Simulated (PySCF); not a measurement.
# F4Mo (MoF4): the cost of one run

Computed with PySCF 2.14.0 and routines of our own; the level stands in each step. Atoms count from 0.

## 1. The system as given

5 atoms, charge 0, states of the metal's open shell are computed; geometry from: model start, shaken.

## 2. Relaxing the molecule at PBE0-D3(BJ)/def2-TZVP

What the job is given:

```
{"job": {"xc": "PBE0", "basis": "def2-TZVP", "d3": "d3bj", "grid": 1, "maxiter": 45, "kind": "geom"}, "charge": 0, "metal": "Mo", "open_shell": "d2"}
Mo     0.000020     0.004480    -0.004110
F      1.043190     1.049730     1.041680
F     -1.055650    -1.036450     1.049170
F     -1.065860     1.063900    -1.051200
F      1.058130    -1.070510    -1.056990
```

Run with:

```sh
$ OMP_NUM_THREADS=1 python lf_run.py task.json out
```

This one command runs all jobs of the session in turn.

**Question.** How long does this first job take on 1 thread of Arm Neoverse V2, shared host, and how much memory does it need?

About 49 s, with a peak of 0.64 GiB.
